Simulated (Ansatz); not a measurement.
# C₂H₁₀SiSn: one species, many methods

One table from this session's results is given with a row withheld; the runs are named, their logs left out.

Program: Ansatz 0.2.0, Gaussian basis. Level of theory: functionals in def2-TZVPP, the program's frozen cores in correlated methods. These are calculated values, not measurements.

Levels to be run: PBE-D4, r2SCAN-D4, PBE0-D4, B3LYP-D4, ωB97X-V, ωB97M-V, B2PLYP; CCSD(T)/def2-TZVPP; MP2/def2-QZVPP; extrapolation to the limit.

**The relaxed structure**

The geometry comes from an earlier relaxation with PBE0-D4 in a triple-zeta def2 set; it is a stationary point, not always the lowest conformer. Sn takes the def2 core potential; no spin-orbit term is included.

SMILES `[CH3][SnH2][CH2][SiH3]`, 14 atoms, charge 0, spin multiplicity 1.

Atoms are counted from 1 here; the program's logs count them from 0.

Bond lengths: C1–Sn2 2.139 Å, C1–H5 1.090 Å, C1–H6 1.090 Å, C1–H7 1.090 Å, Sn2–C3 2.154 Å, Sn2–H8 1.712 Å, Sn2–H9 1.714 Å, C3–Si4 1.862 Å, C3–H10 1.094 Å, C3–H11 1.093 Å, Si4–H12 1.490 Å, Si4–H13 1.490 Å, Si4–H14 1.489 Å. Angles: Sn2–C1–H5 109.9°, Sn2–C1–H6 109.9°, Sn2–C1–H7 110.3°, H5–C1–H6 108.8°, H5–C1–H7 108.9°, H6–C1–H7 109.0°, C1–Sn2–C3 109.4°, C1–Sn2–H8 110.4°, C1–Sn2–H9 110.2°, C3–Sn2–H8 108.9°, C3–Sn2–H9 108.8°, H8–Sn2–H9 109.0°, Sn2–C3–Si4 113.8°, Sn2–C3–H10 107.4°, Sn2–C3–H11 107.7°, Si4–C3–H10 110.2°, Si4–C3–H11 110.2°, H10–C3–H11 107.4° and more.

Set-up of the first run:

in.yaml

```yaml
crystal:
  periodic: [false, false, false]
  atoms:
    - {symbol: C, position_ang: [-1.900030, 0.674561, 0.907129]}
    - {symbol: Sn, position_ang: [-0.503652, -0.946383, 0.913984]}
    - {symbol: C, position_ang: [1.379197, -0.274285, 0.112800]}
    - {symbol: Si, position_ang: [1.269529, 0.361499, -1.633740]}
    - {symbol: H, position_ang: [-1.507167, 1.504566, 1.495169]}
    - {symbol: H, position_ang: [-2.068799, 1.015512, -0.114441]}
    - {symbol: H, position_ang: [-2.850205, 0.356566, 1.336530]}
    - {symbol: H, position_ang: [-1.085721, -2.239830, -0.045539]}
    - {symbol: H, position_ang: [-0.254926, -1.506727, 2.514291]}
    - {symbol: H, position_ang: [1.754833, 0.509636, 0.776419]}
    - {symbol: H, position_ang: [2.079888, -1.111921, 0.165541]}
    - {symbol: H, position_ang: [2.588811, 0.817179, -2.154327]}
    - {symbol: H, position_ang: [0.328066, 1.513626, -1.705424]}
    - {symbol: H, position_ang: [0.757075, -0.703196, -2.539593]}
basis:
  gaussian: {orbitals: def2-TZVPP}
hamiltonian: {xc: pbe, dispersion: d4}
output: {forces: true, orbitals: {seedname: orbitals}}
```

Command:

```console
$ ansatz run in.yaml --threads 2 --pin off --events-out ev --progress --plain --max-ram 22528MiB --backend cuda --devices 0, --max-vram 18GiB
```

Among the steps run: PBE-D4 (GGA); r2SCAN-D4 (meta-GGA); PBE0-D4 (hybrid); B3LYP-D4 (hybrid); ωB97X-V (range-separated); ωB97M-V (range-separated); B2PLYP (double hybrid); CCSD(T) in def2-TZVPP; MP2 in def2-QZVPP.

One table of the session follows, with a row left open; its other results are not shown here.

```
            method  atomisation energy (kcal/mol)
            PBE-D4                         1071.1
         r2SCAN-D4                         1071.9
           PBE0-D4                         1067.0
          B3LYP-D4                         1071.8
           ωB97X-V                         1079.8
           ωB97M-V                              ?
            B2PLYP                         1058.8
     HF/def2-TZVPP                          810.4
    MP2/def2-TZVPP                         1047.9
   CCSD/def2-TZVPP                         1044.6
CCSD(T)/def2-TZVPP                         1055.6
           MP2/CBS                         1071.7
       CCSD(T)/CBS                         1079.5
```

**Question.** Estimate the row for ωB97M-V.

The run gave: atomisation energy (kcal/mol): 1074.6. In the column «atomisation energy (kcal/mol)» it lies between r2SCAN-D4 (1071.9) and CCSD(T)/CBS (1079.5).

Among the levels timed on like hardware and quicker than the yardstick, those that no quicker one beats, quickest first: PBE-D4 (1.8 s, -8.4 kcal/mol); B3LYP-D4 (1.9 s, -7.6 kcal/mol); r2SCAN-D4 (2.1 s, -7.5 kcal/mol); ωB97X-V (2.2 s, +0.4 kcal/mol). Runs this short are mostly start-up, so their order is noise.

B2PLYP carry no dispersion term (for B3LYP, D4 adds 11.5 kcal/mol).

Caveats from the session: Free atoms (2 C, 1 Sn, 1 Si, 10 H) were run apart at each level; the atomisation energy is their sum less the molecule, without zero-point or spin-orbit terms. All levels share the lack of spin-orbit coupling, which lowers the free heavy atoms and so the true binding.
